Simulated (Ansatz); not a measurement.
# Rb3Pt (Pm-3m) in Ansatz: convergence with wavefunction cutoff

Aim: find how far wavefunction cutoff must go before the results for Rb3Pt settle, at LDA. This setting moves, with any that are tied to it; all else stays.

All numbers are computed with Ansatz 0.2.0; they aren't measurements. Logs are shortened: lines on timing, memory, paths and dates and some standing lists are left out, and cuts for length are marked.

## Step 1: The structure

The structure is cubic, space group Pm-3m (No. 221). The conventional cell has a = 5.499 Å, b = 5.499 Å, c = 5.499 Å, α = 90.00°, β = 90.00°, γ = 90.00°. Around Pt (site symmetry m-3m) lie 12 Rb at 3.89 Å. Rb (site symmetry 4/mmm) has 4 Pt at 3.89 Å and 8 Rb at 3.89 Å as nearest neighbours.

The cell comes from a database or a generator and needn't be the stable form of this composition.

## Step 2: With wavefunction cutoff 200 eV

The input, input.yaml:

```yaml
crystal:
  lattice:
    - [5.49879, 0.0, 0.0]
    - [0.0, 5.49879, 0.0]
    - [0.0, 0.0, 5.49879]
  atoms:
    - { symbol: Pt, position: [0.5, 0.5, 0.5] }
    - { symbol: Rb, position: [0.5, 0.0, 0.0] }
    - { symbol: Rb, position: [0.0, 0.5, 0.0] }
    - { symbol: Rb, position: [0.0, 0.0, 0.5] }
hamiltonian:
  xc: lda
  pseudopotentials: { kind: paw_fr }
magnetization:
  noncollinear: true
  spin_orbit: true
kpoints:
  mp_grid: { grid: [4, 4, 4] }
scf:
  occupations: { method: cold, width: 0.1 }
output:
  forces: true
  stress: true
  eigenvalues: true
basis:
  ecutwfc: "200 eV"
```

Potentials or basis: Ansatz PAW.

Run with:

```
$ ansatz run input.yaml --threads 2 --pin off --max-ram 5632MiB --backend cpu --events-out ev --progress --plain --runs-dir out
```

What it wrote:

```text
Warning: basis.ecutwfc = 200 eV is below the records' recommended 420 eV, and the density's cutoff is lower with it unless basis.ecutrho_ratio is high enough to keep the records' density cutoff: compare with a run at a higher cutoff
Warning: RAYON_NUM_THREADS=2 ignored (pool sized by the plan → 2); use --threads N
Engine: ansatz 0.2.0, aarch64-unknown-linux-gnu
Pseudopotentials: kind: paw_fr
Pseudopotential: Pt, paw_fr, valence charge 18, recommended cutoff 420 eV (normal), Pt.paw.azcp#standard-fr
Pseudopotential: Rb, paw_fr, valence charge 9, recommended cutoff 420 eV (normal), Rb.paw.azcp#standard-fr
Functional definition: SPW92
  exchange = slater_x
  correlation = pw_c
non-collinear run that drives no moment, with spin-orbit: no starting moment large enough to seed its density (crystal.atoms[].spin), no starting occupations that ask for one, no magnetisation constraint and no magnetic field, so the semilocal B_xc is pinned to zero
Crystal: 4 atoms, lattice volume = 166.265 Å³
Basis set: ecut = 200 eV, 1045 PW (Γ)
Bands: 54, of which v1, the nominal top of the filled ones, is band 45 counted from 1 (44 counted from 0)
Symmetry: 48 space group operations + 48 with time reversal
Magnetic group: BNS 221.93 (UNI 1595), of the structure as read, at distance tolerance 5.5e-5 Å
k-points: 10 of 64
Projection manifold: j_resolved (fully-relativistic pseudo-atomic orbitals)
Non-local potential: Pt, projectors of the file, l = 0: 3, l = 1: 4, l = 2: 4, l = 3: 2
Non-local potential: Rb, projectors of the file, l = 0: 3, l = 1: 4, l = 2: 4
PAW form: soft (Blöchl's): semilocal exchange-correlation on the pseudo side does not see the compensation charge
PAW frozen core: Pt, regenerated for the run's functional, and the local potential with it (the file was generated under x = pbe(κ = 0.804, μ = 0.2195149727645171), c = pbe(β = 0.06672455060314922))
PAW frozen core: Rb, regenerated for the run's functional, and the local potential with it (the file was generated under x = pbe(κ = 0.804, μ = 0.2195149727645171), c = pbe(β = 0.06672455060314922))
PAW one-centre angular grid: Pt, 590 points (default); XC on 64 Gauss nodes
PAW one-centre angular grid: Rb, 110 points (default); XC on 64 Gauss nodes
Initial density: superposition of atomic densities (chi_scale 0.1, normalization cell, long waves kept (reshape's long-wave potential 0.00 eV rms))
[... 16 lines left out ...]
SCF 1 converged in 10 iterations: F = -21779.824751 eV  dr2 = 8.95e-8
SCF converged after 10 iterations
Stability not checked: this state was not tested for a lower state beside it, because cold or Methfessel-Paxton smearing, or corrected tetrahedra, fill the levels in a way that the test cannot read (fill_not_monotonic; see scf.lower_state_search)
Magnetization: |M| = 0.0000 μB,  M = (+0.0000, +0.0000, +0.0000) μB
Absolute magnetization: 0.0000 μB (∫|m|)
  site 0: m = (+0.0000, +0.0000, +0.0000) μB, |m| = 0.0000 μB  (R = 1.60 Å)
  site 1: m = (+0.0000, +0.0000, +0.0000) μB, |m| = 0.0000 μB  (R = 1.60 Å)
  site 2: m = (+0.0000, +0.0000, +0.0000) μB, |m| = 0.0000 μB  (R = 1.60 Å)
  site 3: m = (+0.0000, +0.0000, +0.0000) μB, |m| = 0.0000 μB  (R = 1.60 Å)
Free energy (F): -21779.824751 eV
Harris-Foulkes:  -21779.824751 eV  (|F-HF|=7.97e-8)
Internal energy: -21779.824400 eV  (E = F + TS)
E sigma→0 (E₀):  -21779.824634 eV
Entropy (-TS):   -0.000351 eV (-0.088 meV/atom)
Fermi energy:    5.734753 eV
--- Per-component energies (eV) ---
  E_band       = -667.755070
  E_kinetic    = 1236.600376
  E_local      = -4675.397247  (includes V_loc(G=0)·N_el)
  E_nonlocal   = 691.056422
  E_hartree    = 1593.114960
  E_xc         = -647.941490
  E_vxc        = -712.794437  (∫ρ·V_xc dr)
  E_paw        = -16760.086319  (= ΣΔE_a)
  E_vpaw       = -393.466462  (= ΣTr[D̂ρ^β])
  E_aug_tail   = -0.001448  (compensation charges beyond the density's cutoff)
  E_ewald      = -3218.458159
  E_core_change = 1.288506  (= ΣΔE_core)
  E_smearing   = -0.000351  (= −TS)
  E_closure    = 0.000000  (closes the sum)
  Σ components = -21779.824751   (vs F -21779.824751, Δ=0.00e0)
--- Forces (eV/Å), atoms counted from 1 ---
  atom   1  Pt     0.00000000     0.00000000    -0.00000000
  atom   2  Rb     0.00000000    -0.00000000    -0.00000000
  atom   3  Rb    -0.00000000     0.00000000     0.00000000
  atom   4  Rb    -0.00000000    -0.00000000    -0.00000000
  max |Σ_I F_I| component: 1.31e-29 eV/Å
--- Stress (GPa, compression-positive) ---
       -2.085134       0.000000       0.000000
       -0.000000      -2.085134       0.000000
       -0.000000       0.000000      -2.085134
  P = ⅓ Tr σ = -2.0851 GPa (-20.851 kbar)
--- Band table (eV; the first three rows and the last of 10) ---
  k-point 0: bands = ["-93.3535", "-93.3535", "-57.7301", "-57.7301", "-42.2704", "-42.2704", "-42.2704", "-42.2704", "-22.5790", "-22.5790", "-22.4578", "-22.4578", "-22.4578", "-22.4578", "-7.4014", "-7.4014", "-7.4014", "-7.4014", "-6.9838", "-6.9838", "-6.7217", "-6.7217", "-6.3923", "-6.3923", "-6.3923", "-6.3923", "-6.1857", "-6.1857", "-6.0411", "-6.0411", "-6.0411", "-6.0411", "2.5434", "2.5434", "3.7863", "3.7863", "3.7863", "3.7863", "4.9475", "4.9475", "4.9475", "4.9475", "5.1335", "5.1335", "5.3390", "5.3390", "8.4687", "8.4687", "8.4687", "8.4687", "8.7261", "8.7261", "8.7308", "8.7308"]
  k-point 1: bands = ["-93.3819", "-93.3819", "-57.8112", "-57.8112", "-42.3412", "-42.3412", "-42.3392", "-42.3392", "-22.5634", "-22.5634", "-22.4764", "-22.4764", "-22.4626", "-22.4626", "-7.3940", "-7.3940", "-7.3476", "-7.3476", "-7.0295", "-7.0295", "-6.6808", "-6.6808", "-6.4092", "-6.4092", "-6.3763", "-6.3763", "-6.2153", "-6.2153", "-6.1353", "-6.1353", "-6.0711", "-6.0711", "2.9262", "2.9262", "3.7282", "3.7282", "3.7665", "3.7665", "4.9321", "4.9321", "4.9728", "4.9728", "5.0734", "5.0734", "5.5208", "5.5208", "7.1595", "7.1595", "8.1856", "8.1856", "8.4104", "8.4104", "8.7176", "8.7176"]
  k-point 2: bands = ["-93.3509", "-93.3509", "-57.7237", "-57.7237", "-42.2702", "-42.2702", "-42.2595", "-42.2595", "-22.5340", "-22.5340", "-22.4980", "-22.4980", "-22.4616", "-22.4616", "-7.3805", "-7.3805", "-7.2392", "-7.2392", "-7.1238", "-7.1238", "-6.6098", "-6.6098", "-6.4048", "-6.4048", "-6.3275", "-6.3275", "-6.2659", "-6.2659", "-6.2576", "-6.2576", "-6.0920", "-6.0920", "3.4981", "3.4981", "3.8800", "3.8800", "3.9882", "3.9882", "5.0253", "5.0253", "5.1082", "5.1082", "5.2386", "5.2386", "5.3031", "5.3031", "6.9095", "6.9095", "7.8985", "7.8985", "8.1646", "8.1646", "8.7728", "8.7728"]
  k-point 9: bands = ["-93.3836", "-93.3836", "-57.8074", "-57.8074", "-42.3377", "-42.3377", "-42.3377", "-42.3377", "-22.4998", "-22.4998", "-22.4998", "-22.4998", "-22.4997", "-22.4997", "-7.5367", "-7.5367", "-7.2832", "-7.2832", "-7.2832", "-7.2832", "-6.5928", "-6.5928", "-6.4183", "-6.4183", "-6.3032", "-6.3032", "-6.3032", "-6.3032", "-6.0062", "-6.0062", "-6.0062", "-6.0062", "3.7034", "3.7034", "3.7502", "3.7502", "3.7502", "3.7502", "4.8158", "4.8158", "5.1115", "5.1115", "5.1115", "5.1115", "7.3458", "7.3458", "7.3458", "7.3458", "7.4746", "7.4746", "7.6466", "7.6466", "7.9809", "7.9809"]
```

Wall time 3.4 s (2 threads of Arm Neoverse V2, shared host); peak memory 0.43 GiB.

Results:

```yaml
Free_energy: -21779.8248 eV
Pressure: -2.1 GPa
Band_gap_on_the_k_mesh: none (metal or under the smearing width)
```

## Step 3: With wavefunction cutoff 250 eV

input.yaml: that of step 2 with these lines changed.

```diff
@@ -25,2 +25,2 @@
 basis:
-  ecutwfc: "200 eV"
+  ecutwfc: "250 eV"
```

Potentials or basis: Ansatz PAW.

Run with:

```
$ ansatz run input.yaml --threads 2 --pin off --max-ram 5632MiB --backend cpu --events-out ev --progress --plain --runs-dir out
```

Wall time 4.4 s (2 threads of Arm Neoverse V2, shared host); peak memory 0.47 GiB.

Results:

* Free energy: -21789.0846 eV
* Pressure: -2.2 GPa
* Band gap on the k mesh: none (metal or under the smearing width)

## Step 4: With wavefunction cutoff 300 eV

input.yaml: that of step 3 with these lines changed.

```diff
@@ -25,2 +25,2 @@
 basis:
-  ecutwfc: "250 eV"
+  ecutwfc: "300 eV"
```

Run with:

```
$ ansatz run input.yaml --threads 2 --pin off --max-ram 5632MiB --backend cpu --events-out ev --progress --plain --runs-dir out
```

Run time: 4.8 s. Hardware: 2 threads of Arm Neoverse V2, shared host; peak memory 0.52 GiB.

What came out:

```yaml
Free_energy: -21790.4615 eV
Pressure: -2.1 GPa
Band_gap_on_the_k_mesh: none (metal or under the smearing width)
```

## Step 5: With wavefunction cutoff 350 eV

input.yaml: that of step 4 with these lines changed.

```diff
@@ -25,2 +25,2 @@
 basis:
-  ecutwfc: "300 eV"
+  ecutwfc: "350 eV"
```

Run with:

```
$ ansatz run input.yaml --threads 2 --pin off --max-ram 5632MiB --backend cpu --events-out ev --progress --plain --runs-dir out
```

Wall time 6.8 s (2 threads of Arm Neoverse V2, shared host); peak memory 0.57 GiB.

What came out:

| Property | Result |
| --- | --- |
| Free energy | -21790.6066 eV |
| Pressure | -2.1 GPa |
| Band gap on the k mesh | none (metal or under the smearing width) |

## Step 6: With wavefunction cutoff 400 eV

input.yaml: that of step 5 with these lines changed.

```diff
@@ -25,2 +25,2 @@
 basis:
-  ecutwfc: "350 eV"
+  ecutwfc: "400 eV"
```

Potentials or basis: Ansatz PAW.

Run with:

```
$ ansatz run input.yaml --threads 2 --pin off --max-ram 5632MiB --backend cpu --events-out ev --progress --plain --runs-dir out
```

Wall time 7.1 s (2 threads of Arm Neoverse V2, shared host); peak memory 0.6 GiB.

The run converged. Its results:

| Property | Result |
| --- | --- |
| Free energy | -21790.6130 eV |
| Pressure | -2.1 GPa |
| Band gap on the k mesh | none (metal or under the smearing width) |

## Step 7: With wavefunction cutoff 450 eV

input.yaml: that of step 6 with these lines changed.

```diff
@@ -25,2 +25,2 @@
 basis:
-  ecutwfc: "400 eV"
+  ecutwfc: "450 eV"
```

Run with:

```
$ ansatz run input.yaml --threads 2 --pin off --max-ram 5632MiB --backend cpu --events-out ev --progress --plain --runs-dir out
```

It took 8.3 s on 2 threads of Arm Neoverse V2, shared host; peak memory 0.67 GiB.

It converged, with:

| Item | Value |
| --- | --- |
| Free energy | -21790.6137 eV |
| Pressure | -2.1 GPa |
| Band gap on the k mesh | none (metal or under the smearing width) |

## Step 8: With wavefunction cutoff 500 eV

input.yaml: that of step 7 with these lines changed.

```diff
@@ -25,2 +25,2 @@
 basis:
-  ecutwfc: "450 eV"
+  ecutwfc: "500 eV"
```

Run with:

```
$ ansatz run input.yaml --threads 2 --pin off --max-ram 5632MiB --backend cpu --events-out ev --progress --plain --runs-dir out
```

It took 12 s on 2 threads of Arm Neoverse V2, shared host; peak memory 0.74 GiB.

The run converged. Its results:

| Property | Result |
| --- | --- |
| Free energy | -21790.6143 eV |
| Pressure | -2.1 GPa |
| Band gap on the k mesh | none (metal or under the smearing width) |

## Step 9: With wavefunction cutoff 600 eV

input.yaml: that of step 8 with these lines changed.

```diff
@@ -25,2 +25,2 @@
 basis:
-  ecutwfc: "500 eV"
+  ecutwfc: "600 eV"
```

Potentials or basis: Ansatz PAW.

Run with:

```
$ ansatz run input.yaml --threads 2 --pin off --max-ram 5632MiB --backend cpu --events-out ev --progress --plain --runs-dir out
```

Wall time 15 s (2 threads of Arm Neoverse V2, shared host); peak memory 0.84 GiB.

Results (log left out):

* Free energy: -21790.6145 eV
* Pressure: -2.1 GPa
* Band gap on the k mesh: none (metal or under the smearing width)

## Step 10: With wavefunction cutoff 800 eV

input.yaml: that of step 9 with these lines changed.

```diff
@@ -25,2 +25,2 @@
 basis:
-  ecutwfc: "600 eV"
+  ecutwfc: "800 eV"
```

Run with:

```
$ ansatz run input.yaml --threads 2 --pin off --max-ram 5632MiB --backend cpu --events-out ev --progress --plain --runs-dir out
```

Wall time 23 s (2 threads of Arm Neoverse V2, shared host); peak memory 1.1 GiB.

Results (log left out):

```yaml
Free_energy: -21790.6146 eV
Pressure: -2.1 GPa
Band_gap_on_the_k_mesh: none (metal or under the smearing width)
```

## Step 11: Result

| wavefunction cutoff | energy less the tightest run, at zero smearing (meV/atom) | pressure (GPa) | SCF cycles | CPU time (s) | peak memory (GiB) |
| --- | --- | --- | --- | --- | --- |
| 200 eV | 2697.38 | -2.09 | 10 | 6.4 | 0.43 |
| 250 eV | 382.50 | -2.25 | 11 | 8.4 | 0.47 |
| 300 eV | 38.28 | -2.07 | 11 | 9.2 | 0.52 |
| 350 eV | 2.00 | -2.08 | 11 | 13 | 0.57 |
| 400 eV | 0.42 | -2.08 | 11 | 14 | 0.6 |
| 450 eV | 0.24 | -2.08 | 11 | 16 | 0.67 |
| 500 eV | 0.09 | -2.08 | 11 | 24 | 0.74 |
| 600 eV | 0.04 | -2.08 | 11 | 29 | 0.84 |
| 800 eV | 0.00 | -2.08 | 11 | 45 | 1.1 |

Against the tightest run, the energy stays within 1 meV/atom from 400 eV on; the pressure stays within 0.1 GPa from 300 eV on. The tightest run that finished is the yardstick and may itself not be fully converged.

Caveats: the PAW data sets come from PBE, with cores solved anew for the run's functional, which leaves a small shift of forces and pressure.
